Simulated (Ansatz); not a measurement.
# GeH4S (triplet): from Hartree-Fock to the top rungs at distance Ge1–H5 along a hydrogen transfer = 1.427 Å, cc-pVDZ

How much of the correlation energy of GeH4S (triplet) does each wave-function method recover here?

The runs use Ansatz 0.2.0, Gaussian basis; cc-pVDZ, core rule «outside noble gas», up to 19 orbitals frozen.

The runs, in order: UHF; CCSD(T) on ROHF; CCSD(T) on UHF; BCCD(T) on ROHF; CISD; CCSDT(Q) on ROHF; CCSDT(Q) on UHF; CASSCF and MRCISD+Q, 4 electrons in 4 orbitals; CASSCF and NEVPT2, 4 electrons in 4 orbitals.

8 further runs of the same task are left out: 7 that didn't finish, 1 set aside as unsound or not needed.

## 1. The geometry

The geometry derives from fragments relaxed apart (PBE0/def2-TZVP) and kept rigid, so it is no stationary point. A hydrogen atom is moved between rigid fragments. No spin-orbit coupling is included. The filled d shell of Ge may be among the frozen orbitals whatever the setting's name suggests; the logs give the count.

6 atoms, charge 0, spin multiplicity 3.

Atoms are counted from 1 here; the program's logs count them from 0.

Bond lengths: Ge1–H2 1.534 Å, Ge1–H3 1.534 Å, Ge1–H4 1.534 Å, Ge1–H5 1.427 Å. Angles: H2–Ge1–H3 109.5°, H2–Ge1–H4 109.5°, H2–Ge1–H5 109.5°, H3–Ge1–H4 109.5°, H3–Ge1–H5 109.5°, H4–Ge1–H5 109.5°.

As a file:

```xyz
6

Ge   -0.99484    0.00000    0.00000
H    -1.50629    1.44660    0.00000
H    -1.50629   -0.72330    1.25279
H    -1.50629   -0.72330   -1.25279
H     0.43216    0.00000    0.00000
S     2.38216    0.00000    0.00000
```

## 2. UHF

Input file in.yaml:

```yaml
crystal:
  periodic: [false, false, false]
  atoms:
    - {symbol: Ge, position_ang: [-0.994837, 0.000000, 0.000000]}
    - {symbol: H, position_ang: [-1.506287, 1.446599, 0.000000]}
    - {symbol: H, position_ang: [-1.506286, -0.723300, 1.252792]}
    - {symbol: H, position_ang: [-1.506287, -0.723299, -1.252792]}
    - {symbol: H, position_ang: [0.432163, 0.000000, 0.000000]}
    - {symbol: S, position_ang: [2.382163, 0.000000, 0.000000]}
basis:
  gaussian: {orbitals: cc-pVDZ}
magnetization: {spin_polarized: true, initial_magnetization: 2}
hamiltonian: {xc: hf}
output: {orbitals: {seedname: orbitals}}
```

Command:

```sh
ansatz run in.yaml --threads 1 --pin off --events-out ev --progress --plain --max-ram 2393MiB
```

The runs that follow: CCSD(T) on ROHF; CCSD(T) on UHF; BCCD(T) on ROHF; CISD; CCSDT(Q) on ROHF; CCSDT(Q) on UHF; CASSCF and MRCISD+Q, 4 electrons in 4 orbitals; CASSCF and NEVPT2, 4 electrons in 4 orbitals.

**Question.** What will the summary of the whole plan be? Wanted: UCCSDT(Q) below the RHF energy; RMP2 from UCCSDT(Q); UMP2 from UCCSDT(Q); RCCSD from UCCSDT(Q); RCCSD(T) from UCCSDT(Q); UCCSD(T) from UCCSDT(Q); RCCSDT(Q) from UCCSDT(Q); NEVPT2 pair from UCCSDT(Q); MRCISD+Q pair from UCCSDT(Q).

As calculated:

| quantity | value |
| --- | --- |
| UCCSDT(Q) below the RHF energy | -7.1243 eV |
| RMP2 from UCCSDT(Q) | +1416.7 meV |
| UMP2 from UCCSDT(Q) | +1437.9 meV |
| RCCSD from UCCSDT(Q) | +149.2 meV |
| RCCSD(T) from UCCSDT(Q) | +31.0 meV |
| UCCSD(T) from UCCSDT(Q) | +30.2 meV |
| RCCSDT(Q) from UCCSDT(Q) | +0.5 meV |
| NEVPT2 pair from UCCSDT(Q) | +1388.9 meV |
| MRCISD+Q pair from UCCSDT(Q) | +27.9 meV |
| levels within 1 kcal/mol (43 meV) | RCCSD(T), UCCSD(T), BCCD(T), RCCSDT, UCCSDT, RCCSDT(Q), MRCISD+Q pair |
| T1 diagnostic | 0.014 |

**Reading.** RCCSD(T) misses by +31.0 meV, 0.4 % of the correlation energy. Of the multireference levels listed MRCISD+Q pair comes nearest in total energy (+27.9 meV), which doesn't show that its space is the better one. These misses are within one basis, not against nature; the frozen cores of restricted and unrestricted runs differ, which can shift their rows.
